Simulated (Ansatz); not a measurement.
The system is NiMoIrPdW.

```
Ni Mo Pd Ir W
1.0
     4.11705    0.00000    0.00000
    -2.05853    3.56547    0.00000
     0.00000    0.00000    5.44580
Ni Mo Pd Ir W
1 1 1 1 1
Direct
  0.00000 0.00000 0.95775
  0.66667 0.33333 0.96161
  0.66667 0.33333 0.46295
  0.33333 0.66667 0.72572
  0.33333 0.66667 0.23642
```

The cell was built by a generator and needn't be a form met in nature.

Base run:

```yaml
Program: Ansatz 0.2.0
Functional: PBE
Potentials_or_basis: Ansatz PAW
Cutoff: "420 eV (not typed: the program's choice for these potentials)"
k_mesh: 8 × 8 × 5
Occupations: fermi-dirac, width 0.05 eV
Spin: collinear spin, ferromagnetic start
Starting_moments: "[1.0, 1.0, 0.0, 0.6, 0.0] μB"
Hubbard_terms: Ir d U = 4 eV, Mo d U = 4 eV, Ni d U = 4 eV, Pd d U = 4 eV, W d U = 4 eV
```

Its results: band gap on the k mesh none (metal or under the smearing width); pressure 11.2 GPa; net moment -0.51 μB per cell; largest force 0.614 eV/Å.

Q: The run is repeated on the same cell with these changes: hubbard terms from Ir d U = 4 eV, Mo d U = 4 eV, Ni d U = 4 eV, Pd d U = 4 eV, W d U = 4 eV to Ir d U = 2 eV, Mo d U = 2 eV, Ni d U = 2 eV, Pd d U = 2 eV, W d U = 2 eV. What comes out?

A: Band gap on the k mesh none (metal or under the smearing width); pressure 0.3 GPa; net moment 0.00 μB per cell; largest force 0.261 eV/Å.

Caveats: the magnetic or orbital state may not be the lowest; the U is typed as a test and isn't derived for this compound; the starting moments weren't kept.
